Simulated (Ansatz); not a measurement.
La3Hf: relaxation of cell and atoms with RPBE

Crystal: La3Hf.

```
Hf La
1.0
     5.04513    0.00000    0.00000
     0.00000    5.04513    0.00000
     0.00000    0.00000    5.04513
Hf La
1 3
Cartesian
  0.0000 0.0000 0.0000
  2.5226 2.5226 0.0000
  2.5226 0.0000 2.5226
  0.0000 2.5226 2.5226
```

The cell comes from a database or a generator and needn't be the stable form of this composition.

```json
{"Program": "Ansatz 0.2.0", "Task": "relaxation of cell and atoms", "Functional": "RPBE", "Potentials or basis": "Ansatz PAW", "Cutoff": "420 eV (not typed: the program's choice for these potentials)", "k mesh": "5 × 5 × 5", "Occupations": "fermi-dirac, width 0.05 eV", "Spin": "no spin polarisation"}
```

The relaxed volume is 33.46 Å³/atom, the relaxed cell is a = 5.115 Å, b = 5.115 Å, c = 5.115 Å, α = 90.00°, β = 90.00°, γ = 90.00° and the space group after relaxing (to 0.05 Å) is Pm-3m (No. 221). The energy gained by relaxing is 6.2 meV/atom, the ionic steps are 3 and the pressure after relaxing is 0.0 GPa. The band gap on the k mesh is none (metal or under the smearing width).

The path:
```
step  energy change (eV)  largest force (eV/Å)  volume (Å³)
   1              0.0000                0.0000       128.42
   2             -0.0246                0.0000       133.85
   3             -0.0249                0.0000       133.85
```

Final structure:
```yaml
crystal:
  lattice:
    - [5.11533, 0.00000, 0.00000]
    - [0.00000, 5.11533, 0.00000]
    - [0.00000, 0.00000, 5.11533]
  atoms:
    - { symbol: Hf, position: [0.00000, 0.00000, 0.00000] }
    - { symbol: La, position: [0.50000, 0.50000, 0.00000] }
    - { symbol: La, position: [0.50000, 0.00000, 0.50000] }
    - { symbol: La, position: [0.00000, 0.50000, 0.50000] }
```

Levels at points of the mesh, in eV from the Fermi level:
| k point | band 28 | band 29 | band 30 | band 31 | band 32 | band 33 |
| --- | --- | --- | --- | --- | --- | --- |
| (0.00, 0.00, 0.00) | -1.52 | -1.52 | -1.52 | 1.37 | 1.37 | 1.37 |

Run time: 7.7 s on 2 threads of Arm Neoverse V1 (shared host), peak memory 0.44 GiB.

Caveat: the plane-wave basis is chosen anew once the cell has moved, so the energies of steps on either side of that aren't comparable; the PAW data sets come from PBE, with cores solved anew for the run's functional, which leaves a small shift of forces and pressure. The run has no spin-orbit coupling, so splittings on Hf, La are missing.
